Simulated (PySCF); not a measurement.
# A diatomic session: TlBr+

What are the lowest state that PBE0 finds, the bond length, vibrational wavenumber and bond energy of TlBr+, and how much do these hang on the method?

Program: PySCF 2.14.0. Level of theory: Tl cc-pVDZ-PP with ECP60, Br cc-pVDZ-PP with ECP10, scalar-relativistic core potentials. These are calculated values, not measurements.

## Step 1: Input

Settings of the job:

```json
{
 "atoms": "Tl, Br",
 "charge": "1",
 "basis": "Tl cc-pVDZ-PP with ECP60, Br cc-pVDZ-PP with ECP10",
 "Hamiltonian": "scalar-relativistic core potentials",
 "basis functions": "46",
 "electrons treated": "45",
 "masses in u": "204.9744, 78.9183",
 "levels": "PBE0, PBE, r²SCAN, MN15, B3LYP, M06-L, ωB97X, HF, MP2, SCS-MP2, CCSD, CCSD(T)",
 "grid": "80 radial by 434 angular points",
 "occupations": "held fixed by the projection of orbital angular momentum",
 "dissociation limit": "Tl+ + Br, each in its ground configuration",
 "starting distance in angstrom": "2.645",
 "values of 2S to try": "1, 3"
}
```

Launch:

```
> OMP_NUM_THREADS=1 python dia.py task.json out
```

After this run come: The PBE0 curve of the state that the search chose; Higher solutions at PBE0; PBE (GGA); r²SCAN (meta-GGA); MN15 (hybrid meta-GGA); B3LYP (global hybrid GGA); M06-L; ωB97X; UHF (mean field); Correlated methods on the Hartree–Fock reference.

Before running it: what results should come out? Wanted: for each run, Re; ωe; De; μ.

The runs gave:

Lowest PBE0 solution found, without spin–orbit coupling: ²Π (doublet), unpaired electrons π ↑. The other levels ran on it alone.

```
      level  Re (Å)  ωe (cm⁻¹)  De (eV)  μ (D)
        UHF   3.669       43.4    0.149  -3.57
    UHF-MP2   3.421       60.3    0.242    n/a
UHF-SCS-MP2   3.466       56.9    0.222    n/a
   UHF-CCSD   3.458       57.7    0.227    n/a
UHF-CCSD(T)   3.431       59.9    0.240    n/a
        PBE   3.274       76.6    0.379  -1.72
     r²SCAN   3.265       76.9    0.350  -1.89
      M06-L   3.330       75.7    0.320  -2.27
      B3LYP   3.338       70.0    0.305  -2.09
       PBE0   3.299       72.0    0.313  -2.09
       MN15   3.271       77.4    0.385  -1.96
      ωB97X   3.326       72.8    0.348  -2.35
```

De is counted to Tl+ + Br in their ground configurations. A positive dipole points from Tl to Br; in an ion it is taken about the centre of mass and does not tell which atom is negative.

What this shows: Bond lengths run from 3.265 Å (r²SCAN) to 3.669 Å (UHF). CCSD(T) can't serve as the judge here: for a weak bond in this basis it is far from its limit. Of the levels with a De here, UHF gives the least (0.149 eV) and MN15 the most (0.385 eV).

Correlated steps freeze 8 core orbitals. Spin–orbit coupling is left out, which matters for elements this heavy, above all for dissociation energies. With spin–orbit coupling the term label itself may not hold.
